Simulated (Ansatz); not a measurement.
# AlClH7NSi2, SMILES [NH2][AlH][SiH]([SiH3])Cl: vertical energies of changing the electron count

With the Ansatz DFT code, driven from Python.

Input file `alclh7nsi2.xyz`:
```text
12

N    -2.28340    0.93950   -0.82080
Al   -1.68240   -0.07970    0.61360
Si    0.59170   -0.06940    1.09920
Si    1.82130   -0.75020   -0.69180
Cl    1.22520    1.86730    1.58400
H    -2.04810    1.98540   -0.63480
H    -1.78110    0.68540   -1.68050
H    -2.64620   -0.95640    1.46400
H     0.89880   -0.95500    2.28520
H     1.45870    0.14190   -1.78920
H     1.31400   -2.12610   -1.01050
H     3.20840   -0.73760   -0.38460
```

Run as a notebook:

```python
import ansatz
```

```python
def energy_of(molecule, charge=0, unpaired=0):
    calc = molecule.calculation().basis(gaussian="def2-SVPD").functional("pbe0")
    if charge:
        calc = calc.charge(charge)
    if unpaired:
        calc = calc.spin("collinear", total=unpaired)
    report = calc.run(threads=1).report
    if report["published_state_doubts"]:
        print("  doubts:", report["published_state_doubts"])
    return report["free_energy_ev"]

geometry = ansatz.Crystal.molecule_from_extxyz("alclh7nsi2.xyz")
```

```python
parent = energy_of(geometry, 0, 0)
cation = energy_of(geometry, 1, 1)
print(f"E(N)   = {parent:.5f} eV")
print(f"E(N-1) = {cation:.5f} eV  (1 unpaired)")
print(f"vertical ionisation energy {cation - parent:.3f} eV")
anion = energy_of(geometry, -1, 1)
print(f"E(N+1) = {anion:.5f} eV  (1 unpaired)")
print(f"vertical electron affinity {parent - anion:.3f} eV" + ("" if anion < parent else " (unbound in this basis)"))
print(f"fundamental gap IP - EA = {cation + anion - 2 * parent:.3f} eV")
```

    E(N)   = -36452.84489 eV
    E(N-1) = -36444.21256 eV  (1 unpaired)
    vertical ionisation energy 8.632 eV
    E(N+1) = -36453.69134 eV  (1 unpaired)
    vertical electron affinity 0.846 eV
    fundamental gap IP - EA = 7.786 eV

At this unrelaxed geometry removing an electron costs 8.63 eV and adding one releases 0.85 eV.

Caveats:
- Total energies depend on the basis set; only differences at equal settings carry meaning.
- The geometry is a force-field or estimated start, not a minimum of this method, and the basis set is short of its limit. All parts are taken at fixed geometry, without zero-point energy. At an unrelaxed start these energies can be a whole eV from those at the minimum, and a small affinity can change sign.
- It ran for 17 s on 1 thread of AMD EPYC 9R45 96-Core Processor (Zen 5), with other jobs on the host, peak memory 0.76 GiB.

(Lines on the test bed's own set-up are left out of the output.)
